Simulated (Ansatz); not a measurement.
# SrB3Pt (P4/mmm) in Ansatz: notebook

Runs on SrB3Pt. Level: PBE. Tasks: relaxation of the atoms.

Everything below comes from runs of Ansatz 0.2.0. Logs are shortened: lines on timing, memory, paths and dates and some standing lists are left out, and cuts for length are marked.

**1. The cell of the first run**

Symmetry: P4/mmm, No. 123, tetragonal system. Conventional cell: a = 4.541 Å, b = 4.541 Å, c = 4.359 Å, α = 90.00°, β = 90.00°, γ = 90.00°. Sr (site symmetry 4/mmm) has 6 B at 2.18 to 2.27 Å as nearest neighbours. B (site symmetry 4/mmm) is surrounded by 2 Sr at 2.18 Å. B (site symmetry mmm) has 2 Sr at 2.27 Å as nearest neighbours. Pt (site symmetry 4/mmm) is surrounded by 12 B at 3.15 to 3.21 Å.

The cell was built by a generator and needn't be a form met in nature.

**2. Relaxation of the atoms, PBE (strained by -4 %)**

Input file input.yaml:

```yaml
crystal:
  lattice:
    - [4.3589376, 0.0, 0.0]
    - [0.0, 4.54056, 0.0]
    - [0.0, 0.0, 4.54056]
  atoms:
    - { symbol: Sr, position: [0.0, 0.0, 0.0] }
    - { symbol: B, position: [0.5, 0.0, 0.0] }
    - { symbol: B, position: [0.0, 0.5, 0.0] }
    - { symbol: B, position: [0.0, 0.0, 0.5] }
    - { symbol: Pt, position: [0.5, 0.5, 0.5] }
hamiltonian:
  xc: pbe
  pseudopotentials: { kind: paw }
kpoints:
  mp_grid: { grid: [5, 5, 5] }
scf:
  occupations: { method: fermi_dirac, width: 0.05 }
output:
  forces: true
  stress: true
  eigenvalues: true
relax:
  f_tol: 0.01
  max_steps: 40
```

Potentials or basis: Ansatz PAW.

Launch:

```
$ ansatz run input.yaml --threads 2 --pin off --max-ram 5632MiB --backend cpu --events-out ev --progress --plain --runs-dir out
```

The program printed:

```text
Warning: output.stress: scf.convergence.dr2_threshold = 1e-7 eV (the SCF's general default) is looser than the 5e-10 eV advised for a printed stress (1e-10 eV for each atom of the cell: 5). What an SCF threshold leaves in a stress goes as its square root, and in the free energy as the threshold itself, and one threshold admits the most on a small cell: of the crystals measured, under no hybrid functional and no lock of the moments, on runs that ended without the residual-converged pass, on stresses that held no estimate of that error, the worst erred by over 100 MPa in a component at 1e-7 eV an atom and by under 5 at 1e-10. Every solve of this run answers to scf.convergence.dr2_threshold, and the tensor of one is reported: a single SCF on the reported geometry and on this run's grids (its basis.xc_grid and basis.ecutrho_ratio typed), with scf.convergence.dr2_threshold at 5e-10 eV or tighter, prints it and tightens no other solve. Else set scf.convergence.dr2_threshold to 5e-10 eV or tighter. The threshold is an SCF's pass mark: one that does not reach it within its budget of iterations ends unconverged, or closes short of it on a stop that the run arms, and scf.convergence.dr2_threshold's page says what that costs each kind of run
Warning: RAYON_NUM_THREADS=2 ignored (pool sized by the plan → 2); use --threads N
Engine: ansatz 0.2.0, aarch64-unknown-linux-gnu
Pseudopotentials: kind: paw
Pseudopotential: Sr, paw, valence charge 10, recommended cutoff 420 eV (normal), Sr.paw.azcp
Pseudopotential: B, paw, valence charge 3, recommended cutoff 420 eV (normal), B.paw.azcp
Pseudopotential: Pt, paw, valence charge 18, recommended cutoff 420 eV (normal), Pt.paw.azcp
Functional definition: PBE
  parameter kappa = 0.804
  parameter beta = 0.06672455060314922
  exchange = pbe_x(kappa = kappa, mu = beta*pi^2/3)
  correlation = pbe_c(beta = beta)
Crystal: 5 atoms, lattice volume = 89.867 Å³
Basis set: ecut = 420 eV, 1775 PW (Γ), exchange–correlation on 60×64×64 points (8 copies of the dense FFT grid, shifted against one another)
Bands: 24, of which v1, the nominal top of the filled ones, is band 19 counted from 1 (18 counted from 0)
Symmetry: 16 space group operations
Space group: P4/mmm (ITA 123), of the structure as read, at distance tolerance 4.5e-5 Å
k-points: 18 of 125
Non-local potential: Sr, projectors of the file, l = 0: 3, l = 1: 2, l = 2: 2
Non-local potential: B, projectors of the file, l = 0: 2, l = 1: 2, l = 2: 1
Non-local potential: Pt, projectors of the file, l = 0: 3, l = 1: 2, l = 2: 2, l = 3: 1
PAW form: soft (Blöchl's): semilocal exchange-correlation on the pseudo side does not see the compensation charge
PAW one-centre angular grid: Sr, 110 points (default); XC on 64 Gauss nodes
PAW one-centre angular grid: B, 110 points (default); XC on 64 Gauss nodes
PAW one-centre angular grid: Pt, 590 points (default); XC on 64 Gauss nodes
Initial density: superposition of atomic densities (neutral atoms: chi_scale 0, normalization atom), corrected by the library's trained network
Initial wavefunctions: pseudopotential atomic-orbital guess
Functional: x = pbe(κ = 0.804, μ = 0.2195149727645171), c = pbe(β = 0.06672455060314922)
SCF iter   1: F=—  HF=-16519.363859 eV  |F-HF|=—  |Δ(HF+E_count)|=         —  Δρ=1.86e-2  dr2=7.54e-1  ethr=1.77e-3  ⟨swp⟩=7.6  Hψ=2484  notcnv=0
preconditioner: auto → Kerker (q_TF=auto, 2.353 Å⁻¹)  [metal: Δε(μ)=0.004 eV  Ē_g=7.388 eV  σ=0.050 eV  W_gap=0.02  n_scr=18 (ndim 8)  ℏωp=20.4 eV  f_vac=0.000  D(μ)=3.23/eV (n_scr^D=26)]
SCF iter   2: F=—  HF=-16519.299816 eV  |F-HF|=—  |Δ(HF+E_count)|=   6.40e-2  Δρ=8.51e-3  dr2=1.74e-1  ethr=1.77e-3  ⟨swp⟩=1.0  Hψ=576  notcnv=0
SCF iter   3: F=—  HF=-16519.278422 eV  |F-HF|=—  |Δ(HF+E_count)|=   2.14e-2  Δρ=1.35e-3  dr2=1.84e-3  ethr=4.69e-4  ⟨swp⟩=2.0  Hψ=510  notcnv=0  defer=4
SCF iter   4: F=—  HF=-16519.277987 eV  |F-HF|=—  |Δ(HF+E_count)|=   4.35e-4  Δρ=3.19e-4  dr2=1.73e-4  ethr=4.99e-6  ⟨swp⟩=2.1  Hψ=635  notcnv=0  defer=6
SCF iter   5: F=—  HF=-16519.277980 eV  |F-HF|=—  |Δ(HF+E_count)|=   7.66e-6  Δρ=8.36e-5  dr2=1.11e-5  ethr=4.68e-7  ⟨swp⟩=2.0  Hψ=605  notcnv=0  defer=6
SCF iter   6: F=—  HF=-16519.277967 eV  |F-HF|=—  |Δ(HF+E_count)|=   1.28e-5  Δρ=2.20e-5  dr2=7.74e-7  ethr=3.00e-8  ⟨swp⟩=1.9  Hψ=574  notcnv=0  defer=6
SCF iter   7: F=-16519.277967 eV  HF=-16519.277967 eV  |F-HF|=4.19e-9  |Δ(HF+E_count)|=   1.61e-7  Δρ=6.22e-6  dr2=5.89e-8  ethr=2.70e-10  ⟨swp⟩=8.0  Hψ=2230  notcnv=0
SCF 1 converged in 7 iterations: F = -16519.277967 eV  dr2 = 5.89e-8
relax step   1: F+E_penalty+E_count = -16519.27796709 eV  Δ(F+E_penalty+E_count) = +0.000e0 eV  max|allowed force component| = 1.033e-29 eV/Å  Δτ_max = 0.0000 Å  (7 SCF iters, accepted)
SCF converged after 7 iterations
Free energy (F): -16519.277967 eV
Harris-Foulkes:  -16519.277967 eV  (|F-HF|=4.19e-9)
Internal energy: -16519.249787 eV  (E = F + TS)
E sigma→0 (E₀):  -16519.263877 eV
Entropy (-TS):   -0.028180 eV (-5.636 meV/atom)
Fermi energy:    7.667694 eV
--- Per-component energies (eV) ---
  E_band       = -437.340771
  E_kinetic    = 997.877055
  E_local      = -3337.719189  (includes V_loc(G=0)·N_el)
  E_nonlocal   = 450.253618
  E_hartree    = 1175.478692
  E_xc         = -519.087624
  E_vxc        = -563.015591  (∫ρ·V_xc dr)
  E_paw        = -12383.903590  (= ΣΔE_a)
  E_vpaw       = -335.698306  (= ΣTr[D̂ρ^β])
  E_aug_tail   = 0.000187  (compensation charges beyond the density's cutoff)
  E_ewald      = -2902.148935
  E_smearing   = -0.028180  (= −TS)
  E_closure    = -0.000000  (closes the sum)
  Σ components = -16519.277967   (vs F -16519.277967, Δ=0.00e0)
--- Forces (eV/Å), atoms counted from 1 ---
  atom   1  Sr     0.00000000    -0.00000000     0.00000000
  atom   2  B      0.00000000     0.00000000     0.00000000
  atom   3  B     -0.00000000     0.00000000     0.00000000
  atom   4  B      0.00000000     0.00000000     0.00000000
  atom   5  Pt    -0.00000000    -0.00000000     0.00000000
  max |Σ_I F_I| component: 1.30e-29 eV/Å
--- Stress (GPa, compression-positive) ---
        3.557948       0.000000       0.000000
        0.000000      -0.546605       0.000000
        0.000000       0.000000      -0.546605
  P = ⅓ Tr σ = 0.8216 GPa (8.216 kbar)
--- Band table (eV; the first three rows and the last of 18) ---
  k-point 0: bands = ["-89.5435", "-43.7675", "-43.7675", "-43.7454", "-25.9142", "-8.7804", "-8.5404", "-8.5404", "0.0822", "2.4252", "2.4575", "6.1305", "6.1665", "6.1665", "6.3397", "6.4692", "7.6625", "7.6625", "7.9661", "9.3853", "9.5482", "9.5482", "9.6334", "11.6866"]
  k-point 1: bands = ["-89.5435", "-43.7676", "-43.7675", "-43.7454", "-25.9137", "-8.7753", "-8.5922", "-8.5349", "0.4055", "2.5401", "2.5876", "5.9575", "5.9905", "6.0758", "6.1832", "6.4549", "6.8357", "7.6289", "7.8926", "9.4267", "9.5586", "9.6687", "10.0806", "10.8727"]
  k-point 2: bands = ["-89.5435", "-43.7677", "-43.7675", "-43.7453", "-25.9130", "-8.7670", "-8.6729", "-8.5261", "1.0712", "2.6861", "2.7158", "5.6264", "5.7397", "5.7662", "6.2105", "6.2445", "6.7835", "7.3837", "7.5809", "8.1289", "9.6143", "9.8621", "9.8688", "11.5327"]
  k-point 17: bands = ["-89.5435", "-43.7677", "-43.7677", "-43.7458", "-25.9102", "-8.9084", "-8.6214", "-8.6204", "3.2545", "3.5859", "3.8228", "4.7027", "5.0712", "5.1680", "6.4999", "6.5485", "6.6580", "6.7131", "7.0019", "7.6633", "7.7725", "7.8411", "8.3289", "11.1568"]
--- Relaxed structure (1 steps of the walk, 1 accepted, 0 SCFs on fresh bases) ---
  F+E_penalty+E_count = -16519.27796709 eV   max|allowed force component| = 1.033e-29 eV/Å
  atoms:
    - { symbol: Sr, position: [0.0, 0.0, 0.0] }
    - { symbol: B, position: [0.5, 0.0, 0.0] }
    - { symbol: B, position: [0.0, 0.5, 0.0] }
    - { symbol: B, position: [0.0, 0.0, 0.5] }
    - { symbol: Pt, position: [0.5, 0.5, 0.5] }
```

Run time: 2.1 s. Hardware: 2 threads of Arm Neoverse V1, shared host; peak memory 0.37 GiB.

Results:

| Item | Value |
| --- | --- |
| Free energy | -16519.2780 eV |
| Pressure after relaxing | 0.8 GPa |
| Band gap on the k mesh | none (metal or under the smearing width) |

Final structure:
```
Sr B Pt
1.0
     4.35894    0.00000    0.00000
     0.00000    4.54056    0.00000
     0.00000    0.00000    4.54056
Sr B Pt
1 3 1
Direct
  0.00000 0.00000 0.00000
  0.50000 0.00000 0.00000
  0.00000 0.50000 0.00000
  0.00000 0.00000 0.50000
  0.50000 0.50000 0.50000
```

Levels at points of the mesh, in eV from the Fermi level:
| k point | band 15 | band 16 | band 17 | band 18 | band 19 | band 20 | band 21 | band 22 |
| --- | --- | --- | --- | --- | --- | --- | --- | --- |
| (0.00, 0.00, 0.00) | -1.33 | -1.20 | -0.01 | -0.01 | 0.30 | 1.72 | 1.88 | 1.88 |

Caveat: the relaxation stopped at its first step, so nothing moved; the thresholds are loose for stress.

**3. Relaxation of the atoms, PBE (strained by -1 %)**

Changes to input.yaml since step 2:

```diff
@@ -2,3 +2,3 @@
   lattice:
-    - [4.3589376, 0.0, 0.0]
+    - [4.4951544, 0.0, 0.0]
     - [0.0, 4.54056, 0.0]
```

Potentials or basis: Ansatz PAW.

Launch:

```
$ ansatz run input.yaml --threads 2 --pin off --max-ram 5632MiB --backend cpu --events-out ev --progress --plain --runs-dir out
```

The program printed:

```text
Warning: output.stress: scf.convergence.dr2_threshold = 1e-7 eV (the SCF's general default) is looser than the 5e-10 eV advised for a printed stress (1e-10 eV for each atom of the cell: 5). What an SCF threshold leaves in a stress goes as its square root, and in the free energy as the threshold itself, and one threshold admits the most on a small cell: of the crystals measured, under no hybrid functional and no lock of the moments, on runs that ended without the residual-converged pass, on stresses that held no estimate of that error, the worst erred by over 100 MPa in a component at 1e-7 eV an atom and by under 5 at 1e-10. Every solve of this run answers to scf.convergence.dr2_threshold, and the tensor of one is reported: a single SCF on the reported geometry and on this run's grids (its basis.xc_grid and basis.ecutrho_ratio typed), with scf.convergence.dr2_threshold at 5e-10 eV or tighter, prints it and tightens no other solve. Else set scf.convergence.dr2_threshold to 5e-10 eV or tighter. The threshold is an SCF's pass mark: one that does not reach it within its budget of iterations ends unconverged, or closes short of it on a stop that the run arms, and scf.convergence.dr2_threshold's page says what that costs each kind of run
Warning: RAYON_NUM_THREADS=2 ignored (pool sized by the plan → 2); use --threads N
Engine: ansatz 0.2.0, aarch64-unknown-linux-gnu
Pseudopotentials: kind: paw
Pseudopotential: Sr, paw, valence charge 10, recommended cutoff 420 eV (normal), Sr.paw.azcp
Pseudopotential: B, paw, valence charge 3, recommended cutoff 420 eV (normal), B.paw.azcp
Pseudopotential: Pt, paw, valence charge 18, recommended cutoff 420 eV (normal), Pt.paw.azcp
Functional definition: PBE
  parameter kappa = 0.804
  parameter beta = 0.06672455060314922
  exchange = pbe_x(kappa = kappa, mu = beta*pi^2/3)
  correlation = pbe_c(beta = beta)
Crystal: 5 atoms, lattice volume = 92.675 Å³
Basis set: ecut = 420 eV, 1831 PW (Γ), exchange–correlation on 64×64×64 points (8 copies of the dense FFT grid, shifted against one another)
Bands: 24, of which v1, the nominal top of the filled ones, is band 19 counted from 1 (18 counted from 0)
Symmetry: 16 space group operations
Space group: P4/mmm (ITA 123), of the structure as read, at distance tolerance 4.5e-5 Å
k-points: 18 of 125
Non-local potential: Sr, projectors of the file, l = 0: 3, l = 1: 2, l = 2: 2
Non-local potential: B, projectors of the file, l = 0: 2, l = 1: 2, l = 2: 1
Non-local potential: Pt, projectors of the file, l = 0: 3, l = 1: 2, l = 2: 2, l = 3: 1
PAW form: soft (Blöchl's): semilocal exchange-correlation on the pseudo side does not see the compensation charge
PAW one-centre angular grid: Sr, 110 points (default); XC on 64 Gauss nodes
PAW one-centre angular grid: B, 110 points (default); XC on 64 Gauss nodes
PAW one-centre angular grid: Pt, 590 points (default); XC on 64 Gauss nodes
Initial density: superposition of atomic densities (neutral atoms: chi_scale 0, normalization atom), corrected by the library's trained network
Initial wavefunctions: pseudopotential atomic-orbital guess
Functional: x = pbe(κ = 0.804, μ = 0.2195149727645171), c = pbe(β = 0.06672455060314922)
SCF iter   1: F=—  HF=-16519.394636 eV  |F-HF|=—  |Δ(HF+E_count)|=         —  Δρ=1.75e-2  dr2=7.14e-1  ethr=1.77e-3  ⟨swp⟩=7.4  Hψ=2488  notcnv=0
preconditioner: auto → Kerker (q_TF=auto, 2.341 Å⁻¹)  [metal: Δε(μ)=0.034 eV  Ē_g=7.276 eV  σ=0.050 eV  W_gap=0.17  n_scr=18 (ndim 8)  ℏωp=20.0 eV  f_vac=0.000  D(μ)=3.58/eV (n_scr^D=26)]
SCF iter   2: F=—  HF=-16519.336607 eV  |F-HF|=—  |Δ(HF+E_count)|=   5.80e-2  Δρ=7.75e-3  dr2=1.58e-1  ethr=1.77e-3  ⟨swp⟩=1.0  Hψ=576  notcnv=0
SCF iter   3: F=—  HF=-16519.318466 eV  |F-HF|=—  |Δ(HF+E_count)|=   1.81e-2  Δρ=1.28e-3  dr2=1.49e-3  ethr=4.26e-4  ⟨swp⟩=2.0  Hψ=509  notcnv=0  defer=3
SCF iter   4: F=—  HF=-16519.318147 eV  |F-HF|=—  |Δ(HF+E_count)|=   3.19e-4  Δρ=3.02e-4  dr2=1.63e-4  ethr=4.03e-6  ⟨swp⟩=2.2  Hψ=618  notcnv=0  defer=4
SCF iter   5: F=—  HF=-16519.318145 eV  |F-HF|=—  |Δ(HF+E_count)|=   2.27e-6  Δρ=7.45e-5  dr2=8.76e-6  ethr=4.42e-7  ⟨swp⟩=2.4  Hψ=615  notcnv=0  defer=4
SCF iter   6: F=—  HF=-16519.318131 eV  |F-HF|=—  |Δ(HF+E_count)|=   1.37e-5  Δρ=1.61e-5  dr2=2.58e-7  ethr=2.37e-8  ⟨swp⟩=2.1  Hψ=587  notcnv=0  defer=4
SCF iter   7: F=-16519.318131 eV  HF=-16519.318131 eV  |F-HF|=5.66e-9  |Δ(HF+E_count)|=   1.96e-7  Δρ=5.17e-6  dr2=4.21e-8  ethr=2.70e-10  ⟨swp⟩=7.4  Hψ=2035  notcnv=0
SCF 1 converged in 7 iterations: F = -16519.318131 eV  dr2 = 4.21e-8
relax step   1: F+E_penalty+E_count = -16519.31813140 eV  Δ(F+E_penalty+E_count) = +0.000e0 eV  max|allowed force component| = 4.067e-29 eV/Å  Δτ_max = 0.0000 Å  (7 SCF iters, accepted)
SCF converged after 7 iterations
Free energy (F): -16519.318131 eV
Harris-Foulkes:  -16519.318131 eV  (|F-HF|=5.66e-9)
Internal energy: -16519.286551 eV  (E = F + TS)
E sigma→0 (E₀):  -16519.302341 eV
Entropy (-TS):   -0.031580 eV (-6.316 meV/atom)
Fermi energy:    7.301366 eV
--- Per-component energies (eV) ---
  E_band       = -448.527635
  E_kinetic    = 996.218836
  E_local      = -3384.535542  (includes V_loc(G=0)·N_el)
  E_nonlocal   = 451.008936
  E_hartree    = 1193.344466
  E_xc         = -518.361167
  E_vxc        = -561.998157  (∫ρ·V_xc dr)
  E_paw        = -12384.013127  (= ΣΔE_a)
  E_vpaw       = -335.919504  (= ΣTr[D̂ρ^β])
  E_aug_tail   = 0.000193  (compensation charges beyond the density's cutoff)
  E_ewald      = -2872.949147
  E_smearing   = -0.031580  (= −TS)
  E_closure    = -0.000000  (closes the sum)
  Σ components = -16519.318131   (vs F -16519.318131, Δ=0.00e0)
--- Forces (eV/Å), atoms counted from 1 ---
  atom   1  Sr     0.00000000     0.00000000     0.00000000
  atom   2  B      0.00000000     0.00000000     0.00000000
  atom   3  B      0.00000000    -0.00000000     0.00000000
  atom   4  B      0.00000000     0.00000000     0.00000000
  atom   5  Pt    -0.00000000     0.00000000     0.00000000
  max |Σ_I F_I| component: 4.91e-29 eV/Å
--- Stress (GPa, compression-positive) ---
        1.106121       0.000000       0.000000
        0.000000       0.117015       0.000000
        0.000000       0.000000       0.117015
  P = ⅓ Tr σ = 0.4467 GPa (4.467 kbar)
--- Band table (eV; the first three rows and the last of 18) ---
  k-point 0: bands = ["-89.8280", "-44.0507", "-44.0507", "-44.0446", "-26.2348", "-8.9394", "-8.8841", "-8.8841", "-0.1853", "2.1266", "2.1315", "5.8520", "5.8604", "5.8604", "6.0704", "6.0994", "7.3774", "7.3774", "7.4523", "8.8773", "9.1965", "9.1965", "9.2159", "11.3039"]
  k-point 1: bands = ["-89.8280", "-44.0508", "-44.0507", "-44.0446", "-26.2343", "-8.9350", "-8.9340", "-8.8786", "0.1329", "2.2189", "2.2925", "5.6707", "5.6788", "5.7954", "5.8771", "6.1342", "6.4840", "7.3508", "7.4141", "9.0806", "9.1135", "9.3171", "9.6240", "10.4411"]
  k-point 2: bands = ["-89.8280", "-44.0509", "-44.0507", "-44.0446", "-26.2336", "-9.0145", "-8.9253", "-8.8697", "0.7811", "2.3838", "2.4294", "5.3602", "5.4450", "5.4519", "5.9046", "5.9614", "6.4067", "7.0985", "7.1435", "7.7109", "9.2940", "9.3584", "9.4758", "11.1427"]
  k-point 17: bands = ["-89.8280", "-44.0509", "-44.0508", "-44.0449", "-26.2312", "-9.0379", "-8.9721", "-8.9711", "2.9008", "3.2749", "3.3238", "4.4713", "4.8709", "4.8943", "6.2108", "6.2231", "6.3485", "6.3607", "6.6222", "7.2647", "7.3710", "7.3777", "7.9469", "10.7828"]
--- Relaxed structure (1 steps of the walk, 1 accepted, 0 SCFs on fresh bases) ---
  F+E_penalty+E_count = -16519.31813140 eV   max|allowed force component| = 4.067e-29 eV/Å
  atoms:
    - { symbol: Sr, position: [0.0, 0.0, 0.0] }
    - { symbol: B, position: [0.5, 0.0, 0.0] }
    - { symbol: B, position: [0.0, 0.49999999999999994, 0.0] }
    - { symbol: B, position: [0.0, 0.0, 0.49999999999999994] }
    - { symbol: Pt, position: [0.5, 0.49999999999999994, 0.49999999999999994] }
```

Run time: 2.1 s. Hardware: 2 threads of Arm Neoverse V1, shared host; peak memory 0.37 GiB.

What came out:

```yaml
Free_energy: -16519.3181 eV
Pressure_after_relaxing: 0.4 GPa
Band_gap_on_the_k_mesh: none (metal or under the smearing width)
```

Final structure:
```
Sr B Pt
1.0
     4.49515    0.00000    0.00000
     0.00000    4.54056    0.00000
     0.00000    0.00000    4.54056
Sr B Pt
1 3 1
Direct
  0.00000 0.00000 0.00000
  0.50000 0.00000 0.00000
  0.00000 0.50000 0.00000
  0.00000 0.00000 0.50000
  0.50000 0.50000 0.50000
```

Levels at points of the mesh, in eV from the Fermi level:
```csv
k point,band 14,band 15,band 16,band 17,band 18,band 19,band 20,band 21,band 22,band 23
"(0.00, 0.00, 0.00)",-1.44,-1.23,-1.20,0.08,0.08,0.15,1.58,1.90,1.90,1.91
```

Caveat: the relaxation stopped at its first step, so nothing moved; the thresholds are loose for stress.

**4. Relaxation of the atoms, PBE (strained by -2 %)**

Changes to input.yaml since step 3:

```diff
@@ -2,3 +2,3 @@
   lattice:
-    - [4.4951544, 0.0, 0.0]
+    - [4.4497488, 0.0, 0.0]
     - [0.0, 4.54056, 0.0]
@@ -22,2 +22,6 @@
   eigenvalues: true
+  write_density: true
+  write_potential: true
+  elf: true
+  volumetric_format: npy
 relax:
```

Launch:

```
$ ansatz run input.yaml --threads 2 --pin off --max-ram 5632MiB --backend cpu --events-out ev --progress --plain --runs-dir out
```

Wall time 2.3 s (2 threads of Arm Neoverse V1, shared host); peak memory 0.37 GiB.

Results (log left out):

| Property | Result |
| --- | --- |
| Free energy | -16519.3094 eV |
| Pressure after relaxing | 0.6 GPa |
| Band gap on the k mesh | none (metal or under the smearing width) |

Stress tensor (GPa, compression positive):
```
 1.88  0.00  0.00
 0.00 -0.11  0.00
 0.00  0.00 -0.11
```

Final structure:
```xyz
5
Lattice="4.4497 0.0000 0.0000 0.0000 4.5406 0.0000 0.0000 0.0000 4.5406" Properties=species:S:1:pos:R:3 pbc="T T T"
Sr    0.0000    0.0000    0.0000
B     2.2249    0.0000    0.0000
B     0.0000    2.2703    0.0000
B     0.0000    0.0000    2.2703
Pt    2.2249    2.2703    2.2703
```

Levels at points of the mesh, in eV from the Fermi level:
```csv
k point,band 15,band 16,band 17,band 18,band 19,band 20,band 21,band 22
"(0.00, 0.00, 0.00)",-1.26,-1.20,0.05,0.05,0.20,1.62,1.89,1.89
```

Caveat: the relaxation stopped at its first step, so nothing moved; the thresholds are loose for stress. The run has no spin-orbit coupling, so splittings on Pt are missing.

**5. Summary**

```csv
cell,gap on the mesh (eV),pressure (GPa)
atoms relaxed from: strained by -4 %,none,0.8
atoms relaxed from: strained by -1 %,none,0.4
atoms relaxed from: strained by -2 %,none,0.6
```

Alike in all rows: task relaxation of the atoms; level PBE; potentials or basis Ansatz PAW; no spin polarisation; k mesh 5 × 5 × 5; cutoff (eV) 420; smearing fermi-dirac 0.05 eV.

Caveats: the relaxation stopped at its first step, so nothing moved; the thresholds are loose for stress.

Absolute energies hang on the potentials; compare differences alone.
